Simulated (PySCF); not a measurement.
**CCSD(T)/cc-pVTZ run of GeO (SMILES [O]=[Ge])**

Aim: the vertical ionisation energy of GeO at CCSD(T)/cc-pVTZ, from 2 runs. Input form: a Python script.

The calculation is run with PySCF 2.14.0.

9 further runs of the same task are left out: 3 that didn't finish, 6 set aside as unsound or not needed.

### 1 The system as given

GeO has 2 atoms, charge 0, and is taken as a singlet. SMILES: `[O]=[Ge]`. The coordinates come from a PBE0-D4/def2-TZVP relaxation.

Bond lengths: O1–Ge2 1.623 Å.

### 2 A single-point energy at CCSD(T)/cc-pVTZ

Input file calc.py:

```python
from pyscf import gto, cc

system = gto.M(
    atom='''
O      0.000000     0.000000    -0.023040
Ge     0.000000     0.000000     1.599530
''',
    max_memory=1860,
    verbose=3,
    basis='cc-pvtz',
    spin=0,
)

mf = system.RHF()
mf.conv_tol = 1e-10
mf.kernel()
if not mf.converged:
    mf = mf.newton().run(mf.mo_coeff, mf.mo_occ)

mycc = cc.CCSD(mf, frozen=10)
mycc.kernel()
e_t = mycc.ccsd_t()
etot = mycc.e_tot + e_t
print('Final energy', etot)
```

Started as:

```
$ OMP_NUM_THREADS=1 python calc.py
```

Standard output:

```text
converged SCF energy = -2150.28749026211
E(CCSD) = -2150.696131721467  E_corr = -0.4086414593579561
CCSD(T) correction = -0.024214645892903
Final energy -2150.7203463673595
```

Wall time 12 s (1 thread of Arm Neoverse V1, shared host); peak memory 0.25 GiB.

### 3 The doublet cation at the same level

Input file job.py:

```python
from pyscf import gto, cc

mol = gto.M(
    atom='''
O        0.000000       0.000000      -0.023040
Ge       0.000000       0.000000       1.599530
''',
    verbose=3,
    charge=1,
    max_memory=1860,
    spin=1,
    basis='cc-pvtz',
)

mf = mol.UHF()
mf.conv_tol = 1e-10
mf.kernel()
if not mf.converged:
    mf = mf.newton().run(mf.mo_coeff, mf.mo_occ)

mycc = cc.CCSD(mf, frozen=10)
mycc.kernel()
e_t = mycc.ccsd_t()
e_tot = mycc.e_tot + e_t
print('E(%s) = %.9f' % ('CCSD(T)', e_tot))
```

Started as:

```
$ OMP_NUM_THREADS=1 python job.py
```

Standard output:

```text
converged SCF energy = -2149.93521644693  <S^2> = 0.79626303  2S+1 = 2.04574
E(UCCSD) = -2150.293722999537  E_corr = -0.3585065526113494
UCCSD(T) correction = -0.0191388403881765
E(CCSD(T)) = -2150.312861840
```

Run time: 51 s. Hardware: 1 thread of Arm Neoverse V1, shared host; peak memory 0.77 GiB.

### 4 Summary of results

Level: CCSD(T)/cc-pVTZ, 10 core orbitals frozen.

| quantity | value |
| --- | --- |
| singlet GeO: total energy | -2150.72035 Eh |
| singlet GeO: dipole moment (Hartree–Fock density) | 4.03 D |
| singlet GeO: HOMO energy (Hartree–Fock orbitals) | -11.52 eV |
| singlet GeO: LUMO energy (Hartree–Fock orbitals) | 0.89 eV |
| singlet GeO: HOMO–LUMO gap (Hartree–Fock orbitals) | 12.41 eV |
| singlet GeO: correlation energy (10 core orbitals frozen) | -432.9 mEh |
| singlet GeO: (T) correction | -24.21 mEh |
| singlet GeO: T1 diagnostic | 0.025 |
| doublet cation: total energy | -2150.31286 Eh |
| doublet cation: HOMO energy (Hartree–Fock orbitals) (highest over α and β) | -20.94 eV |
| doublet cation: LUMO energy (Hartree–Fock orbitals) (lowest over α and β) | -7.60 eV |
| doublet cation: correlation energy (10 core orbitals frozen) | -377.6 mEh |
| doublet cation: (T) correction | -19.14 mEh |
| doublet cation: ⟨S²⟩ of the reference determinant | 0.796 |
| doublet cation: T1 diagnostic | 0.045 |
| vertical ionisation energy (to the doublet cation) | 11.088 eV |

What this shows: The vertical ionisation energy comes to 11.09 eV (1070 kJ/mol). The T1 diagnostic (singlet GeO) of 0.025 is above the customary mark for such species, so a single reference may not serve. The triples (singlet GeO) make up 5.6 % of the correlation energy. The T1 diagnostic (doublet cation) of 0.045 is above the customary mark for such species, so a single reference may not serve. The triples (doublet cation) make up 5.1 % of the correlation energy.
